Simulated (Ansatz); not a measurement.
# A K vacancy in perovskite KMgF3, 39 atoms, charge −1

Aim: the barrier for an atom's jump, from a relaxed start and a climbing-image band; single points by other levels frame it (PBEsol and HSE06).

All numbers are computed with Ansatz 0.2.0 (PAW, plane waves).

## (1) The starting cell

39 atoms (7 K, 8 Mg, 24 F); a = 7.983 Å, b = 7.983 Å, c = 7.983 Å, α = 90.00°, β = 90.00°, γ = 90.00°. All atoms were shaken off their sites by about 0.02 Å along each axis. Defect site 1: (0.500, 0.500, 0.500).

Steps to follow: (2) PBEsol relaxation at the single k point (¼, ¼, ¼), on 1 × NVIDIA GB200 with 8 threads of Arm Neoverse-V2; (3) HSE06 single point at the single k point (¼, ¼, ¼), on 1 × NVIDIA GB200 with 8 threads of Arm Neoverse-V2; (4) PBEsol band at the single k point (¼, ¼, ¼), on 1 × NVIDIA GB200 with 8 threads of Arm Neoverse-V2; (5) HSE06 single point at the single k point (¼, ¼, ¼), on 1 × NVIDIA GB200 with 8 threads of Arm Neoverse-V2.

## (2) Relaxing the atoms with PBEsol

in.yaml

```yaml
crystal:
  lattice:
    - [7.982544, 0.000000, 0.000000]
    - [0.000000, 7.982544, 0.000000]
    - [0.000000, 0.000000, 7.982544]
  atoms:
    - { symbol: K, position: [0.000692, 0.997806, 0.998996] }
    - { symbol: K, position: [0.000854, 0.997812, 0.500698] }
    - { symbol: K, position: [0.003003, 0.497849, 0.997002] }
    - { symbol: K, position: [0.003349, 0.500642, 0.498669] }
    - { symbol: K, position: [0.496906, 0.999068, 0.004612] }
    - { symbol: K, position: [0.498995, 0.996863, 0.507839] }
    - { symbol: K, position: [0.500826, 0.498005, 0.998500] }
    - { symbol: Mg, position: [0.248661, 0.248826, 0.248221] }
    - { symbol: Mg, position: [0.253884, 0.249410, 0.751706] }
    - { symbol: Mg, position: [0.248573, 0.750551, 0.249391] }
    - { symbol: Mg, position: [0.250773, 0.749503, 0.749383] }
    - { symbol: Mg, position: [0.751459, 0.256670, 0.249484] }
    - { symbol: Mg, position: [0.750050, 0.254987, 0.748701] }
    - { symbol: Mg, position: [0.749131, 0.748290, 0.250186] }
    - { symbol: Mg, position: [0.746120, 0.750694, 0.752071] }
    - { symbol: F, position: [0.246978, 0.247451, 0.000765] }
    - { symbol: F, position: [0.249557, 0.248024, 0.500573] }
    - { symbol: F, position: [0.246070, 0.749554, 0.002869] }
    - { symbol: F, position: [0.248158, 0.748878, 0.496304] }
    - { symbol: F, position: [0.750670, 0.248689, 0.000143] }
    - { symbol: F, position: [0.749788, 0.250609, 0.499925] }
    - { symbol: F, position: [0.747705, 0.746924, 0.997343] }
    - { symbol: F, position: [0.751706, 0.744758, 0.497907] }
    - { symbol: F, position: [0.996207, 0.255107, 0.250879] }
    - { symbol: F, position: [0.000634, 0.252271, 0.747685] }
    - { symbol: F, position: [0.998952, 0.748812, 0.248203] }
    - { symbol: F, position: [0.000851, 0.755280, 0.747800] }
    - { symbol: F, position: [0.499457, 0.251345, 0.252898] }
    - { symbol: F, position: [0.501208, 0.249532, 0.750125] }
    - { symbol: F, position: [0.497527, 0.749982, 0.248404] }
    - { symbol: F, position: [0.501381, 0.749265, 0.749099] }
    - { symbol: F, position: [0.253402, 0.001194, 0.247292] }
    - { symbol: F, position: [0.253151, 0.003148, 0.744573] }
    - { symbol: F, position: [0.245974, 0.494796, 0.254506] }
    - { symbol: F, position: [0.250043, 0.498225, 0.750033] }
    - { symbol: F, position: [0.751270, 0.003675, 0.247999] }
    - { symbol: F, position: [0.752554, 0.996635, 0.752523] }
    - { symbol: F, position: [0.750843, 0.496642, 0.247920] }
    - { symbol: F, position: [0.751060, 0.498245, 0.747290] }
  symmetry: { detect: false }
kpoints:
  mp_grid: { grid: [1, 1, 1], shift: [0.25, 0.25, 0.25] }
hamiltonian:
  xc: pbesol
total_charge: -1
scf:
  occupations: { method: fermi_dirac, width: 0.01 }
relax:
  f_tol: 0.03
  max_steps: 80
  escape_saddle: false
  adjacent_minimum: "off"
output:
  forces: true
  eigenvalues: true
  populations: true
  charged_corrections: { epsilon: 7 }
```

Launch:

```bash
> ansatz run in.yaml --threads 8 --pin off --max-ram 118750MiB --runs-dir r --events-out ev --progress --plain --backend cuda --devices 0, --max-vram 170GiB
```

Further steps of the session: Single point with HSE06; Nudged elastic band for the jump; HSE06 single point.

What does the calculation give? Wanted: for each run, top filled to lowest empty.

**Answer**, as computed:

| level | time | top filled to lowest empty (eV) |
| --- | --- | --- |
| PBEsol, relaxation | 2.2 s (GPU) | 7.91 |
| HSE06 | 5.9 s (GPU) | 10.29 |
| HSE06, at the band's top | 5.6 s (GPU) | 9.82 |

| quantity | value |
| --- | --- |
| relaxation | 4 recorded steps, 0.47 eV gained |
| largest shift | 0.11 Å (F28) |
| barrier forwards, backwards | 2.17, 2.17 eV |
| jump | K by 3.99 Å |
| band iterations | 5 |
| top less start by HSE06 | 2.35 eV |

**In words.** The relaxation lowers the energy by 0.47 eV; the largest shift is 0.11 Å (F28). The PBEsol barrier is 2.17 eV forwards and 2.17 eV back, about 84 times kT at 300 K, without charge corrections. The cell's size and k points aren't converged for it. The top is a first-order saddle. On the same two geometries HSE06 gives 2.35 eV. At the same k points, PBEsol gives a spacing 2.38 eV smaller than the 10.29 eV of HSE06. In a defect cell this spacing can involve defect levels, so it need not be the gap.
